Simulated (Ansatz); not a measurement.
**BClHI (SMILES ClBI): a rigid scan of the angle H4–B2–Cl1**

An exercise on one series of results from a longer session: the logs are not shown, and one member is left open.

Computed with Ansatz 0.2.0, Gaussian basis. Level: single points in def2-TZVPP.

Levels: PBE-D4, r2SCAN-D4, PBE0-D4, B3LYP-D4, wB97M-V, Hartree-Fock, MP2, CCSD, CCSD(T). The scan takes 102.0, 106.5, 111.0, 115.5, 120.0, 124.5, 129.0, 133.5, 138.0°.

Correlated methods freeze the cores. Filled d shells of the heavier atoms are correlated. Core potentials replace the inner electrons past krypton, and spin-orbit coupling is left out. B3LYP uses VWN-RPA correlation.

19 further runs of the same task are left out: 19 set aside as unsound or not needed.

**The starting structure**

The minimum, relaxed at PBE0-D4: SMILES `ClBI`, 4 atoms, charge 0, spin multiplicity 1.

Atoms are counted from 1 here; the program's logs count them from 0.

Bond lengths: Cl1–B2 1.728 Å, B2–I3 2.109 Å, B2–H4 1.186 Å. Angles: Cl1–B2–I3 121.5°, Cl1–B2–H4 120.0°, I3–B2–H4 118.5°.

As a file:

```mol
BClHI
  3D, bonds by distance, orders not assigned

  4  3  0  0  0  0  0  0  0  0999 V2000
   -1.6296   -0.5407    0.1229 Cl  0  0
   -0.0541    0.1260   -0.1176 B   0  0
    1.6546   -0.7360    0.7689 I   0  0
    0.0847    1.0904   -0.7945 H   0  0
  1  2  8  0
  2  3  8  0
  2  4  8  0
M  END
```

Energies of the minimum (eV), from earlier single points: PBE-D4 -21311.86770, r2SCAN-D4 -21320.26643, PBE0-D4 -21313.72495, B3LYP-D4 -21321.65423, wB97M-V -21316.91592, CCSD(T) -21287.72572.

At the minimum the angle H4–B2–Cl1 is 120.0°.

Set-up of the first run:

File ccsdt-tzvpp/in.yaml:

```yaml
crystal:
  periodic: [false, false, false]
  atoms:
    - {symbol: Cl, position_ang: [-1.629612, -0.540663, 0.122891]}
    - {symbol: B, position_ang: [-0.054109, 0.125965, -0.117621]}
    - {symbol: I, position_ang: [1.654617, -0.735963, 0.768926]}
    - {symbol: H, position_ang: [-0.283111, 1.051860, -0.823147]}
basis:
  gaussian: {orbitals: def2-TZVPP}
correlation: {method: ccsd_t}
```

The command line of these runs was not kept.

Among the steps run: H4–B2–Cl1 = 102.0°; H4–B2–Cl1 = 106.5°; H4–B2–Cl1 = 111.0°; H4–B2–Cl1 = 115.5°; H4–B2–Cl1 = 120.0°; H4–B2–Cl1 = 124.5°; H4–B2–Cl1 = 129.0°; H4–B2–Cl1 = 133.5°; H4–B2–Cl1 = 138.0°.

One of the session's tables, all rows but one given; the rest of the session is left out.

It belongs to the step «The curves». Energies less that of the minimum at the same level (kcal/mol):

```
      angle (°)  PBE-D4  PBE0-D4  B3LYP-D4  wB97M-V  Hartree-Fock
          102.0     5.7      5.9       6.0      5.9           6.8
          106.5     3.2      3.3       3.3      3.3           3.7
          111.0     1.4      1.4       1.4      1.4           1.6
          115.5     0.4      0.4       0.4      0.3           0.4
120.0 (minimum)     0.0      0.0       0.0      0.0           0.0
          120.0     0.0      0.0       0.0      0.0           0.0
          124.5     0.3      0.4       0.4      0.4           0.5
          129.0     1.3      1.4       1.5      1.5           1.8
          133.5       ?        ?         ?        ?             ?
          138.0     5.4      5.7       5.9      5.9           7.0
```

Estimate the missing values for angle (°) = 133.5.

Worked estimate for «PBE-D4». A straight line through the neighbours (129.0, 1.3) and (138.0, 5.4) gives 1.3 + (5.4 − 1.3) × (133.5 − 129.0) / (138.0 − 129.0) = 3.4; a parabola fitted to 3 rows on both sides gives 3.0.

**Answer.** PBE-D4: 3.0; PBE0-D4: 3.2; B3LYP-D4: 3.3; wB97M-V: 3.3; Hartree-Fock: 3.9. In «PBE-D4» the line misses by +0.4 and the parabola by 0.0.

To keep in mind: A polynomial through the near points puts the CCSD(T) minimum 0.2° below the PBE0-D4 value.
